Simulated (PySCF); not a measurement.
# [NdH3(NH3)]−: other functionals and bases at one geometry

One table from this session's results is given with a row withheld; the runs are named, their logs left out.

Method: several levels, as the steps say, no spin–orbit coupling; program: PySCF 2.14.0.

1 further run of the same task is left out (for a known fault of the program).

### Where the work starts

8 atoms, charge -1, spin multiplicity 1.

Bond lengths: Nd1–H2 2.381 Å, Nd1–H3 2.381 Å, Nd1–H4 2.470 Å, Nd1–N5 2.763 Å, Nd1–H7 2.643 Å, N5–H6 1.019 Å, N5–H7 1.055 Å, N5–H8 1.019 Å. Angles: H2–Nd1–H3 119.8°, H2–Nd1–H4 118.6°, H2–Nd1–N5 111.2°, H2–Nd1–H7 117.8°, H3–Nd1–H4 118.6°, H3–Nd1–N5 111.1°, H3–Nd1–H7 117.7°, H4–Nd1–N5 61.3°, H4–Nd1–H7 38.9°, N5–Nd1–H7 22.4°, Nd1–N5–H6 125.3°, Nd1–N5–H7 72.4°, Nd1–N5–H8 125.5°, H6–N5–H7 107.2°, H6–N5–H8 107.2°, H7–N5–H8 107.3°, Nd1–H7–N5 85.2°.

As a file:

```
Nd    0.0258    0.0904    0.3643
H     1.2264    1.6421    1.7142
H    -1.1799   -1.6869    1.3915
H     0.6280   -0.1143   -2.0222
N    -1.5276    1.3921   -1.5130
H    -1.4547    2.3794   -1.7560
H    -0.7594    0.8867   -2.0304
H    -2.4149    1.0549   -1.8842
```

Formal oxidation states: Nd +2. Each metal's 4 4f electrons lie in its core potential, so multiplicities, spins and levels count the valence alone. An earlier session relaxed this geometry at PBE0, Nd lcecp-0-SVP with ECP50, H def2-SVP, N def2-SVP (singlet, point group Cs).

At PBE0 on the finer grid: E = -85.970550 Eh, frontier levels not given, since the 4f levels lie in the core, Mulliken charge on Nd1 -0.06 e, largest force component 0.010 eV/Å. 

Levels to run: TPSSh; revPBE; PBE0, TZVP. Hardware: 2 threads of Intel Xeon 6975P-C (Granite Rapids), shared host.

Set-up of the first run:

run.py (the lines that set the calculation) reads:

```python
mol = gto.M(atom='''
Nd     0.02584     0.09043     0.36426
H      1.22637     1.64207     1.71420
H     -1.17988    -1.68695     1.39152
H      0.62796    -0.11432    -2.02220
N     -1.52758     1.39208    -1.51303
H     -1.45474     2.37942    -1.75599
H     -0.75939     0.88674    -2.03042
H     -2.41488     1.05491    -1.88424''',
    basis={'Nd': 'lcecp-0-SVP', 'H': 'def2-SVP', 'N': 'def2-SVP'},
    ecp={'Nd': 'lcecp-0-SVP'},
    charge=-1, spin=0)
mf = dft.RKS(mol, xc='TPSSH')
mf.grids.atom_grid = (75, 302)  # f atoms: unpruned, at least (60, 302)
mf = mf.density_fit()  # fitting sets: Nd AutoAux, H def2-universal-JKFIT, N def2-universal-JKFIT
mf.conv_tol = 1e-08; mf.max_cycle = 55
mf.kernel(dm0)  # dm0: the density of the relaxed state
```

On the command line:

```
$ OMP_NUM_THREADS=2 python run.py
```

Among the steps run: TPSSh; revPBE; PBE0, TZVP.

One of the session's tables, all rows but one given; the rest of the session is left out.

| level | dipole (D) | largest force component (eV/Å) |
| --- | --- | --- |
| PBE0 (relaxed here) | 4.95 | 0.01 |
| TPSSh | ? | ? |
| revPBE | 4.86 | 0.47 |
| PBE0, TZVP | 4.63 | 0.36 |

Estimate the missing values for TPSSh.

The run gave: dipole (D): 4.94; largest force component (eV/Å): 0.19. In the column «dipole (D)» it lies between revPBE (4.86) and PBE0 (relaxed here) (4.95).

The dipole of a charged species depends on the origin, so these sizes hold for this origin alone.

The largest leftover force, 0.47 eV/Å with revPBE, stands at a geometry relaxed at another level. With 4f in the core, its levels are missing from HOMO and gap, and its count is fixed, so no charge can pass from the ligands into it. Total energies of different levels can't be compared.
